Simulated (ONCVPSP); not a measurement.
# B: variants of one ONCV potential, part 2 of 2

Aim: generate and test one potential in full, then change one design choice at a time and see what happens to hardness, ghosts and transferability.

ONCVPSP 4.0.1; first potential LDA (Perdew-Wang 92), scalar-relativistic. The steps go on from the part before.

## Step 5: Convergence and ghost test

From the same output: the cutoffs (Ha) at which the residual kinetic energy of the hardest occupied pseudo-wave falls to 1 and 0.1 mHa per electron are 22 Ha and 125 Ha.

The program's own ghost test: no bound ghost flagged; no localised positive-energy state flagged.

Cutoff (Ha) at which the first wave of each channel reaches a given error (Ha per electron):

```
  error      s      p     d
1.0e-02    7.2    6.3   2.6
3.2e-03    9.8    7.8   4.1
1.0e-03   12.3   21.7   5.7
3.2e-04   23.5   41.1   7.2
1.0e-04  125.4   49.1   8.7
3.2e-05  154.2   71.0  10.1
1.0e-05  169.1  103.9  11.5
```

## Step 6: Now with p: qcut 3.8 → 4.4 1/bohr

File B.dat:

```
# ATOM AND REFERENCE CONFIGURATION
# atsym  z   nc   nv     iexc    psfile
  B 5.00    1    2  -001012      upf
#
#   n    l    f
    1    0    2.00
    2    0    2.00
    2    1    0.50
#
# PSEUDOPOTENTIAL AND OPTIMIZATION
# lmax
    2
#
#   l,   rc,      ep,       ncon, nbas, qcut
    0    1.15    0.00    5    9    5.90
    1    1.90    0.00    3    7    4.40
    2    1.95    0.27    3    7    4.90
#
# LOCAL POTENTIAL
# lloc, lpopt,  rc(5),   dvloc0
    4    5    0.75    0.00
#
# VANDERBILT-KLEINMAN-BYLANDER PROJECTORs
# l, nproj, debl
    0    1    1.10
    1    2    1.80
    2    3    2.30
#
# MODEL CORE CHARGE
# icmod, fcfact, rcfact
    1    0.20    0.00
#
# LOG DERIVATIVE ANALYSIS
# epsh1, epsh2, depsh
   -2.00    5.00    0.02
#
# OUTPUT GRID
# rlmax, drl
    6.00    0.01
#
# TEST CONFIGURATIONS
# ncnf
    4
# nvcnf
#   n    l    f
    2
    2    0    2.00
    2    1    1.00
#
    2
    2    0    2.00
    2    1    0.00
#
    2
    2    0    1.00
    2    1    0.00
#
    2
    2    0    0.00
    2    1    3.00
#
```

The run is started by

```console
oncvpsp.x < B.dat > B.out
```

The output, B.out (without the consistency checks and plot data):

```text
ONCVPSP  (Optimized Norm-Conservinng Vanderbilt PSeudopotential)
scalar-relativistic version 4.0.1

[... all-electron levels as in step 2 ...]

Begin loop to  construct optimized pseudo wave functions
and semi-local pseudopoentials for all angular momenta

Calculating optimized projector #   1

 for l=   0

    Fraction of norm inside rc  0.172381
    Optimizing pswf for qcut=   5.90 a_B^-1,  ecut=  17.39 Ha
    Residual kinetic energy error=  3.44D-04 Ha

    Energy error per electron        Cutoff
         Ha          eV             Ha
         0.01000     0.27211        7.22
         0.00100     0.02721       12.27
         0.00010     0.00272      125.44
         0.00001     0.00027      169.06

   Wellstate for l =  1  n =  4
     eigenvalue =   1.4990
     asymptotic potential =   1.9990
     half-point radius =  4.0317

Calculating optimized projector #   1

 for l=   1

    Fraction of norm inside rc  0.526531
    Optimizing pswf for qcut=   4.40 a_B^-1,  ecut=   9.70 Ha
    Residual kinetic energy error=  8.02D-04 Ha

    Energy error per electron        Cutoff
         Ha          eV             Ha
         0.01000     0.27211        6.66
         0.00100     0.02721        9.47
         0.00010     0.00272       40.47
         0.00001     0.00027       70.79

Calculating optimized projector #   2

 for l=   1

    Fraction of norm inside rc  0.145101
    Optimizing pswf for qcut=   4.40 a_B^-1,  ecut=   9.70 Ha
    Residual kinetic energy error=  9.34D-03 Ha

    Energy error per electron        Cutoff
         Ha          eV             Ha
         0.01000     0.27211        9.54
         0.00100     0.02721       20.64
         0.00010     0.00272       56.72
         0.00001     0.00027       82.32

   Wellstate for l =  2  n =  3
     eigenvalue =   0.2700
     asymptotic potential =   0.7700
     half-point radius =  4.5383

   Wellstate for l =  2  n =  5
     eigenvalue =   2.5700
     asymptotic potential =   3.0700
     half-point radius =  3.9786

   Wellstate for l =  2  n =  6
     eigenvalue =   4.8700
     asymptotic potential =   5.3700
     half-point radius =  3.6680

Calculating optimized projector #   1

 for l=   2

    Fraction of norm inside rc  0.102737
    Optimizing pswf for qcut=   4.89 a_B^-1,  ecut=  11.98 Ha
    Residual kinetic energy error=  6.63D-06 Ha

    Energy error per electron        Cutoff
         Ha          eV             Ha
         0.01000     0.27211        2.64
         0.00100     0.02721        5.69
         0.00010     0.00272        8.71
         0.00001     0.00027       11.53

Calculating optimized projector #   2

 for l=   2

    Fraction of norm inside rc  0.169114
    Optimizing pswf for qcut=   4.89 a_B^-1,  ecut=  11.98 Ha
    Residual kinetic energy error=  1.04D-03 Ha

    Energy error per electron        Cutoff
         Ha          eV             Ha
         0.01000     0.27211        7.84
         0.00100     0.02721       11.97
         0.00010     0.00272       23.11
         0.00001     0.00027       60.49

Calculating optimized projector #   3

 for l=   2

    Fraction of norm inside rc  0.133517
    Optimizing pswf for qcut=   4.89 a_B^-1,  ecut=  11.98 Ha
    Residual kinetic energy error=  5.70D-03 Ha

    Energy error per electron        Cutoff
         Ha          eV             Ha
         0.01000     0.27211       11.05
         0.00100     0.02721       16.43
         0.00010     0.00272       30.47
         0.00001     0.00027       81.33

Construct Vanderbilt / Kleinmman-Bylander projectors

B matrix Hermiticity error, ll=   1
   1   2   -3.6544E-05

  Orthonormal projector coefficients -4.2904E+00 -2.0148E+00

B matrix Hermiticity error, ll=   2
   1   2   -3.1242E-05
   1   3    1.3277E-05
   2   3    5.7840E-05

  Orthonormal projector coefficients -2.0003E+00  1.9850E+00 -7.1679E-01

Model core correction analysis
  based on d2Exc/dn_idn_j

d2excae - all-electron derivatives

   -3.782438D-02   -3.260042D-02
   -3.260613D-02   -3.007501D-02

d2excps - pseudofunction derivatives with no core correction

   -4.080414D-02   -3.749158D-02
   -3.749522D-02   -3.480946D-02

rms 2nd derivative error    4.447486E-03

Polynomial model core charge

d2excps - pseudofunction derivatives with core correction

   -3.803869D-02   -3.465801D-02
   -3.466209D-02   -3.185440D-02

rms 2nd derivative error    1.708274E-03

Pseudoatom total energy   -2.485657

Diagnostic tests using Vanderbilt-Kleinman-Bylander pseudopotentials
  1 or more projectors used as specified by nproj input data

   l    rcore       rmatch      e in        delta e   norm test  slope test

   0   1.1507464   1.1856856  -0.5164175  -0.0000007   1.0000032   0.9999960

   1   1.9019978   1.9597466  -0.3009829  -0.0000522   0.9999673   0.9995019
   1   1.9019978   1.9597466   1.4990171  -0.0001399   1.0002276   1.0002276

   2   1.9597466   2.0192487   0.2700000  -0.0000272   1.0000268   1.0000268
   2   1.9597466   2.0192487   2.5700000   0.0000044   1.0001113   1.0001113
   2   1.9597466   2.0192487   4.8700000  -0.0000571   1.0001784   1.0001784

 Testing for bound ghosts
   n   l    E NL Schr. Eq   E Basis Diag.   E Cutoff

   1   0       -0.516418       -0.447203    196.19

   2   1       -0.301035       -0.296189     61.19

 Testing for highly-localized positive-energy ghosts
       l    <radius>/rc     E Basis Diag.   E Cutoff

Test configuration 0

   n   l     f        eae           eps        diff
   1   0  2.0000   -6.78118468
   2   0  2.0000   -0.51641746   -0.51641815   -6.91D-07
   2   1  0.5000   -0.30098290   -0.30103507   -5.22D-05

    Total energies and differences
      AE_ref= -2.42425643D+01  AE_tst= -2.42425643D+01  dif=  0.00D+00
      PS_ref= -2.48565660D+00  PS_tst= -2.48565660D+00  dif=  0.00D+00
      PSP excitation error=  0.00D+00

Test configuration 1

   n   l     f        eae           eps        diff
   1   0  2.0000   -6.56600070
   2   0  2.0000   -0.34484330   -0.34500223   -1.59D-04
   2   1  1.0000   -0.13653230   -0.13709040   -5.58D-04

    Total energies and differences
      AE_ref= -2.42425643D+01  AE_tst= -2.43506168D+01  dif= -1.08D-01
      PS_ref= -2.48565660D+00  PS_tst= -2.59391779D+00  dif= -1.08D-01
      PSP excitation error=  2.09D-04

Test configuration 2

   n   l     f        eae           eps        diff
   1   0  2.0000   -7.04581955
   2   0  2.0000   -0.71333637   -0.71198818    1.35D-03

    Total energies and differences
      AE_ref= -2.42425643D+01  AE_tst= -2.40448129D+01  dif=  1.98D-01
      PS_ref= -2.48565660D+00  PS_tst= -2.28836378D+00  dif=  1.97D-01
      PSP excitation error=  4.59D-04

Test configuration 3

   n   l     f        eae           eps        diff
   1   0  2.0000   -7.68536116
   2   0  1.0000   -1.15148323   -1.14770449    3.78D-03

    Total energies and differences
      AE_ref= -2.42425643D+01  AE_tst= -2.31151283D+01  dif=  1.13D+00
      PS_ref= -2.48565660D+00  PS_tst= -1.36113643D+00  dif=  1.12D+00
      PSP excitation error=  2.92D-03

Test configuration 4

   n   l     f        eae           eps        diff
   1   0  2.0000   -6.63639038
   2   1  3.0000   -0.16574173   -0.16672174   -9.80D-04

    Total energies and differences
      AE_ref= -2.42425643D+01  AE_tst= -2.39317122D+01  dif=  3.11D-01
      PS_ref= -2.48565660D+00  PS_tst= -2.17593146D+00  dif=  3.10D-01
      PSP excitation error=  1.13D-03
```

It took 3.1 s on 1 thread, shared host.

Excitation and ionisation energies from 2s2 2p0.5, with the error of the potential.

```tsv
valence configuration	charge	ΔE all-electron (eV)	error AE − PS (meV)
2s2 2p1	0	-2.940	+5.7
2s2 2p0	+1	5.381	+12
2s1 2p0	+2	30.679	+79
2s0 2p3	0	8.459	+31
```

Against the first potential, the loose cutoff goes from 22 Ha to 12 Ha, the largest test error goes from +93 to +79 meV and there is no bound ghost.

## Step 7: All runs side by side

What follows sums up all 2 parts.

Cutoffs, loose and tight: the cutoffs (Ha) at which the residual kinetic energy of the hardest occupied pseudo-wave falls to 1 and 0.1 mHa per electron; empty and scattering waves don't count. The number of plane waves in a given cell goes as the cutoff to the power 3/2; it is given for the loose cutoff, relative to the first potential. Test errors are all-electron less pseudo; runs with another core, reference, functional or relativity have tests of their own. The phase difference is the largest within 0.5 Ha of zero, over the channels with partial waves. The table holds 6 more runs of the series, not printed above.

```tsv
change	outcome	cutoff, loose	cutoff, tight	plane waves, relative	bound ghosts	largest test error (meV)	phase difference near zero (rad)
first potential	generated	22 Ha	125 Ha	1.00	none	+93	0.014
p: qcut 3.8 → 4.4 1/bohr	generated	12 Ha	125 Ha	0.42	none	+79	0.014
p: qcut 3.8 → 4.3 1/bohr	generated	12 Ha	125 Ha	0.42	none	+82	0.014
functional PBE	generated	17 Ha	126 Ha	0.71	none	+111	0.011
s: rc 1.15 → 1.58 bohr	generated	22 Ha	49 Ha	1.00	none	+93	0.005
all radii scaled by 1.06 (s 1.22, p 2.00, d 2.06 bohr); local potential polynomial inside 0.78 bohr (lpopt 5, dvloc0 0 Ha)	generated	14 Ha	42 Ha	0.50	none	+104	0.010
s: qcut 5.9 → 7.9 1/bohr; p: qcut 3.8 → 5.1 1/bohr; d: qcut 4.9 → 6.5 1/bohr	generated	12 Ha	53 Ha	0.43	none	+67	0.014
core correction none (was polynomial model core, fcfact 0.2)	generated	22 Ha	125 Ha	1.00	none	+137	0.014
```

In words: 3 of the potentials share the lowest cutoff, 12 Ha; the highest cutoff read, 22 Ha, costs 2.4 times the plane waves. Among those with the same tests, the variant "s: qcut 5.9 → 7.9 1/bohr; p: qcut 3.8 → 5.1 1/bohr; d: qcut 4.9 → 6.5 1/bohr" has the smallest worst error, +67 meV.

The first potential by itself. The worst unpolarised test, 2s1 2p0, is off by 93 meV on 30.7 eV; by total energies transferability rates as fair. It counts as of middling hardness, with 22 Ha needed at the looser tolerance. The tighter tolerance needs 125 Ha, and converged work needs a cutoff nearer that. At the looser tolerance the 2p wave is the slowest; 2s needs 12 Ha. It is free of bound ghosts as far as tested.
